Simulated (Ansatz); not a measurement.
**H7NO2Si2: one species, many methods**

An exercise on one series of results from a longer session: the logs are not shown, and one member is left open.

Program: Ansatz 0.2.0, Gaussian basis. Level of theory: functionals in def2-TZVPP, the program's frozen cores in correlated methods. These are calculated values, not measurements.

Levels to be run: PBE-D4, r2SCAN-D4, PBE0-D4, B3LYP-D4, ωB97X-V, ωB97M-V, B2PLYP; CCSD(T)/def2-TZVPP; MP2/def2-QZVPP; extrapolation to the limit.

### The relaxed structure

All runs share one geometry, relaxed beforehand with PBE0-D4 in a triple-zeta def2 set.

SMILES `O[SiH](O)N[SiH3]`, 12 atoms, charge 0, spin multiplicity 1.

Atoms are counted from 1 here; the program's logs count them from 0.

Bond lengths: O1–Si2 1.638 Å, O1–H6 0.959 Å, Si2–O3 1.642 Å, Si2–N4 1.707 Å, Si2–H7 1.479 Å, O3–H8 0.957 Å, N4–Si5 1.733 Å, N4–H9 1.009 Å, Si5–H10 1.485 Å, Si5–H11 1.486 Å, Si5–H12 1.488 Å. Angles: Si2–O1–H6 116.9°, O1–Si2–O3 114.5°, O1–Si2–N4 112.1°, O1–Si2–H7 102.8°, O3–Si2–N4 101.8°, O3–Si2–H7 110.8°, N4–Si2–H7 115.4°, Si2–O3–H8 118.1°, Si2–N4–Si5 127.4°, Si2–N4–H9 116.9°, Si5–N4–H9 115.6°, N4–Si5–H10 111.6°, N4–Si5–H11 112.7°, N4–Si5–H12 106.7°, H10–Si5–H11 108.2°, H10–Si5–H12 109.1°, H11–Si5–H12 108.4°.

The first run:

in.yaml

```yaml
crystal:
  periodic: [false, false, false]
  atoms:
    - {symbol: O, position_ang: [-1.938946, 1.417119, 0.810873]}
    - {symbol: Si, position_ang: [-0.778203, 0.265243, 0.907327]}
    - {symbol: O, position_ang: [-1.223791, -1.201422, 0.318740]}
    - {symbol: N, position_ang: [0.575210, 0.634543, -0.065700]}
    - {symbol: Si, position_ang: [1.480646, -0.452988, -1.066838]}
    - {symbol: H, position_ang: [-2.248712, 1.648608, -0.067148]}
    - {symbol: H, position_ang: [-0.513014, 0.189570, 2.360628]}
    - {symbol: H, position_ang: [-1.777974, -1.757528, 0.866405]}
    - {symbol: H, position_ang: [0.924938, 1.579776, -0.022531]}
    - {symbol: H, position_ang: [1.891817, -1.670011, -0.321391]}
    - {symbol: H, position_ang: [0.729155, -0.881424, -2.275066]}
    - {symbol: H, position_ang: [2.696674, 0.283314, -1.506100]}
basis:
  gaussian: {orbitals: def2-TZVPP}
hamiltonian: {xc: pbe, dispersion: d4}
output: {forces: true, orbitals: {seedname: orbitals}}
```

Command:

```console
$ ansatz run in.yaml --threads 4 --pin off --events-out ev --progress --plain --max-ram 10444MiB
```

Steps of the session up to this table: PBE-D4 (GGA); r2SCAN-D4 (meta-GGA); PBE0-D4 (hybrid); B3LYP-D4 (hybrid); ωB97X-V (range-separated); ωB97M-V (range-separated); B2PLYP (double hybrid); CCSD(T) in def2-TZVPP; MP2 in def2-QZVPP.

One of the session's tables, all rows but one given; the rest of the session is left out.

It belongs to the step «Atomisation energies». 

| method | atomisation energy (eV) |
| --- | --- |
| PBE-D4 | 44.743 |
| r2SCAN-D4 | 44.542 |
| PBE0-D4 | 44.018 |
| B3LYP-D4 | 44.605 |
| ωB97X-V | 44.918 |
| ωB97M-V | 44.875 |
| B2PLYP | ? |
| HF/def2-TZVPP | 31.979 |
| MP2/def2-TZVPP | 44.195 |
| CCSD/def2-TZVPP | 42.924 |
| CCSD(T)/def2-TZVPP | 43.505 |
| MP2/CBS | 45.632 |
| CCSD(T)/CBS | 44.943 |

Q: Estimate the row for B2PLYP from the others.

**Answer.** atomisation energy (eV): 44.170. In the column «atomisation energy (eV)» it lies between PBE0-D4 (44.018) and MP2/def2-TZVPP (44.195).
